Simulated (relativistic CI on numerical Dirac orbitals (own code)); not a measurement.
# Pm⁵³⁺: one ion under different settings

How much do the settings matter for Pm⁵³⁺? One ion, several inputs.

Program: relativistic CI on numerical Dirac orbitals (own code) version 3. Level of theory: Dirac-Coulomb-Breit CI, KLI orbitals optimised for each configuration, model QED (radiative potential, 1s self-energy scaled to tabulated hydrogen-like ionisation energies), numerical settings as typed. These are calculated values, not measurements, unless marked.

## 1. What is computed

```
ion            : Pm⁵³⁺ (Pm LIV)
nuclear charge : 61
electrons      : 8
isotope        : A = 145
```

## 2. Usual settings

The run's settings:

```ini
atom Pm  Z=61  charge=53  electrons=8
nucleus A=145  rms_radius_fm=4.9620
hamiltonian dirac-coulomb  breit=on  qed=on  c_scale=1
orbitals kli  potential=per-configuration
slater_scale 1
correlation none
mixing on
grid step=0.0125 r_max=2.5
scf mixing=0.4 start=green max_iterations=150 tolerance=2e-08 node_fill=0.05
configurations
  [He] 2s2 2p4
  [He] 2s 2p5
end
```

Run with:

```sh
$ python run_levels.py task.json out
```

task.json lists these runs, among others, and the program works through them in turn.

## 3. Breit term off, iteration limit 20, node fill 0.01

The run's settings:

```ini
atom Pm  Z=61  charge=53  electrons=8
nucleus A=145  rms_radius_fm=4.9620
hamiltonian dirac-coulomb  breit=off  qed=on  c_scale=1
orbitals kli  potential=per-configuration
slater_scale 1
correlation none
mixing on
grid step=0.0125 r_max=2.5
scf mixing=0.4 start=green max_iterations=20 tolerance=2e-08 node_fill=0.01
configurations
  [He] 2s2 2p4
  [He] 2s 2p5
end
```

## 4. Grid step 0.02

The run's settings:

```ini
atom Pm  Z=61  charge=53  electrons=8
nucleus A=145  rms_radius_fm=4.9620
hamiltonian dirac-coulomb  breit=on  qed=on  c_scale=1
orbitals kli  potential=per-configuration
slater_scale 1
correlation none
mixing on
grid step=0.02 r_max=2.5
scf mixing=0.4 start=green max_iterations=150 tolerance=2e-08 node_fill=0.05
configurations
  [He] 2s2 2p4
  [He] 2s 2p5
end
```

## 5. Iteration limit 30, node fill 0.2, Slater scale 0.5

The run's settings:

```ini
atom Pm  Z=61  charge=53  electrons=8
nucleus A=145  rms_radius_fm=4.9620
hamiltonian dirac-coulomb  breit=on  qed=on  c_scale=1
orbitals kli  potential=per-configuration
slater_scale 0.5
correlation none
mixing on
grid step=0.0125 r_max=2.5
scf mixing=0.4 start=green max_iterations=30 tolerance=2e-08 node_fill=0.2
configurations
  [He] 2s2 2p4
  [He] 2s 2p5
end
```

## 6. Node fill 0.01, end of the grid 3.75

The run's settings:

```ini
atom Pm  Z=61  charge=53  electrons=8
nucleus A=145  rms_radius_fm=4.9620
hamiltonian dirac-coulomb  breit=on  qed=on  c_scale=1
orbitals kli  potential=per-configuration
slater_scale 1
correlation none
mixing on
grid step=0.0125 r_max=3.75
scf mixing=0.4 start=green max_iterations=150 tolerance=2e-08 node_fill=0.01
configurations
  [He] 2s2 2p4
  [He] 2s 2p5
end
```

(Steps that only read results are left out.)

**Question.** What will these runs give? Wanted: lowest level, usual settings; total energy; first excitation.

The runs gave:

| setting | total energy less usual (Ha) | largest shift of a level among the lowest eight of both runs, same label and place (cm⁻¹) | SCF iterations | time | lowest level | kind of change |
| --- | --- | --- | --- | --- | --- | --- |
| usual | 0 | 0 | 16 | 0.042 s | 2p4 [2p3/2^2] J=2 | - |
| Breit term off, iteration limit 20, node fill 0.01 | -5.93 | 98900 | 16 | 0.041 s | 2p4 [2p3/2^2] J=2 | model term |
| grid step 0.02 | 9.7e-05 | 0.215 | 16 | 0.033 s | 2p4 [2p3/2^2] J=2 | numerical |
| iteration limit 30, node fill 0.2, Slater scale 0.5 | 0.105 | 173000 | 16 | 0.042 s | 2p4 [2p3/2^2] J=2 | model term |
| node fill 0.01, end of the grid 3.75 | 0.00173 | 230 | 16 | 0.042 s | 2p4 [2p3/2^2] J=2 | numerical |

| quantity | value |
| --- | --- |
| lowest level, usual settings | 2p4 [2p3/2^2] J=2 |
| total energy | -6481.8732 Ha |
| first excitation | 388976 cm⁻¹ |

Among the runs whose levels can be followed, they move most under «iteration limit 30, node fill 0.2, Slater scale 0.5» (model term), by up to 173000 cm⁻¹. Only the listed configurations are in the model.
